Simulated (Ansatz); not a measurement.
**CH₆BFOSi₂: how energies converge with the basis set**

Aim: see how fast density functionals converge with the basis set for CH₆BFOSi₂.

Computed with Ansatz 0.2.0, Gaussian basis. Level: one geometry, several basis sets.

The runs, in order: PBE0-D4/def2-SVP; ωB97M-V/def2-SVP; PBE0-D4/def2-QZVPP; ωB97M-V/def2-QZVPP; the functionals' def2-TZVPP values are taken from earlier runs.

## 1. Structure used throughout

The geometry comes from an earlier relaxation with PBE0-D4 in a triple-zeta def2 set; it is a stationary point, not always the lowest conformer.

SMILES `F[SiH2]B1CO[SiH2]1`, 12 atoms, charge 0, spin multiplicity 1.

Atoms are counted from 1 here; the program's logs count them from 0.

Bond lengths: F1–Si2 1.606 Å, Si2–B3 1.988 Å, Si2–H7 1.489 Å, Si2–H8 1.489 Å, B3–C4 1.579 Å, B3–Si6 2.011 Å, C4–O5 1.449 Å, C4–H9 1.100 Å, C4–H10 1.100 Å, O5–Si6 1.680 Å, Si6–H11 1.490 Å, Si6–H12 1.490 Å. Angles: F1–Si2–B3 111.9°, F1–Si2–H7 107.2°, F1–Si2–H8 107.2°, B3–Si2–H7 110.7°, B3–Si2–H8 110.6°, H7–Si2–H8 109.0°, Si2–B3–C4 131.1°, Si2–B3–Si6 148.8°, C4–B3–Si6 80.0°, B3–C4–O5 103.9°, B3–C4–H9 113.1°, B3–C4–H10 113.2°, O5–C4–H9 110.4°, O5–C4–H10 110.4°, H9–C4–H10 106.0°, C4–O5–Si6 96.1°, B3–Si6–O5 80.0°, B3–Si6–H11 120.0° and more.

## 2. PBE0-D4 in def2-SVP

Input file in.yaml:

```yaml
crystal:
  periodic: [false, false, false]
  atoms:
    - {symbol: F, position_ang: [-0.044012, -3.015886, 0.846207]}
    - {symbol: Si, position_ang: [0.974363, -1.801776, 0.586205]}
    - {symbol: B, position_ang: [0.026205, -0.140469, 0.043084]}
    - {symbol: C, position_ang: [0.571972, 1.297315, -0.313189]}
    - {symbol: O, position_ang: [-0.622814, 2.055684, -0.626113]}
    - {symbol: Si, position_ang: [-1.704627, 0.797606, -0.364846]}
    - {symbol: H, position_ang: [1.733618, -1.586779, 1.848836]}
    - {symbol: H, position_ang: [1.918278, -2.239641, -0.478874]}
    - {symbol: H, position_ang: [1.118836, 1.769710, 0.516739]}
    - {symbol: H, position_ang: [1.261502, 1.298126, -1.170787]}
    - {symbol: H, position_ang: [-2.480700, 0.431637, -1.583127]}
    - {symbol: H, position_ang: [-2.675520, 1.079374, 0.729863]}
basis:
  gaussian: {orbitals: def2-SVP}
hamiltonian: {xc: pbe0, dispersion: d4}
output: {orbitals: {seedname: orbitals}}
```

Further steps of the session: ωB97M-V in def2-SVP; PBE0-D4 in def2-QZVPP; ωB97M-V in def2-QZVPP.

**Question.** What will the summary of the whole plan be? Wanted: PBE0-D4: double and triple zeta above quadruple; ωB97M-V: double and triple zeta above quadruple.

The runs gave:

```
                                       quantity           value
PBE0-D4: double and triple zeta above quadruple  14.51, 0.91 eV
ωB97M-V: double and triple zeta above quadruple  14.68, 0.85 eV
```

In words: For PBE0-D4 the step from double to triple zeta gains 13.60 eV and the next only 0.91 eV. Total energies overstate the basis error of differences, where much of it tends to cancel.
